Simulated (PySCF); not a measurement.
# The bond of TeSe, level by level

An exercise on one series of results from a longer session: the logs are not shown, and one member is left open.

Method: Te x2c-TZVPPall, Se x2c-TZVPPall, spin-free X2C with a Gaussian nucleus; program: PySCF 2.14.0.

The first run:

A driver script around PySCF takes these settings:

```yaml
atoms: Te, Se
charge: 0
basis: Te x2c-TZVPPall, Se x2c-TZVPPall
Hamiltonian: spin-free X2C with a Gaussian nucleus
basis_functions: 108
electrons_treated: 86
masses_in_u: 129.9062, 79.9165
levels: PBE0, PBE, r²SCAN, BHandHLYP, revPBE, PW91, MN15, ωB97X-V, HF, MP2, SCS-MP2, CCSD, CCSD(T)
grid: 80 radial by 434 angular points
occupations: held fixed by the projection of orbital angular momentum
dissociation_limit: Te + Se, each in its ground configuration
starting_distance_in_angstrom: 2.435
values_of_2S_to_try: 0, 2, 4
```

The run is started by

```bash
$ OMP_NUM_THREADS=2 python dia.py task.json out
```

Steps of the session up to this table: The job; The PBE0 curve of the state that the search chose; Higher solutions at PBE0; PBE; r²SCAN; BHandHLYP; revPBE (GGA); PW91; MN15 (hybrid meta-GGA); ωB97X-V; UHF (mean field); Correlated methods on the Hartree–Fock reference.

One of the session's tables, all rows but one given; the rest of the session is left out.

It belongs to the step «The curves together». Energy (eV) from each level's lowest point:

| R (Å) | UHF | UHF-MP2 | UHF-SCS-MP2 | UHF-CCSD | UHF-CCSD(T) |
| --- | --- | --- | --- | --- | --- |
| 2.025 | 1.619 | 1.698 | 1.710 | n/a | n/a |
| 2.119 | 0.660 | 0.745 | 0.748 | 0.751 | 0.813 |
| 2.214 | ? | ? | ? | ? | ? |
| 2.284 | 0.012 | 0.052 | 0.050 | 0.048 | 0.069 |
| 2.355 | 0.000 | 0.000 | 0.000 | 0.000 | 0.000 |
| 2.426 | 0.094 | 0.042 | 0.047 | 0.051 | 0.029 |
| 2.520 | 0.338 | 0.200 | 0.214 | 0.228 | 0.174 |
| 2.638 | 0.768 | 0.553 | 0.567 | 0.564 | 0.468 |
| 2.779 | 1.391 | 0.990 | 1.049 | 1.058 | 0.903 |
| 2.967 | 2.293 | 1.448 | 1.576 | n/a | n/a |

Q: Estimate the row for R (Å) = 2.214 from the others.

Worked estimate for «UHF». A straight line through the neighbours (2.119, 0.660) and (2.284, 0.012) gives 0.660 + (0.012 − 0.660) × (2.214 − 2.119) / (2.284 − 2.119) = 0.287; a parabola fitted to 4 rows on both sides gives 0.140.

The run gave: UHF: 0.164; UHF-MP2: 0.232; UHF-SCS-MP2: 0.230; UHF-CCSD: 0.229; UHF-CCSD(T): 0.268. In «UHF» the line misses by +0.123 and the parabola by -0.024.
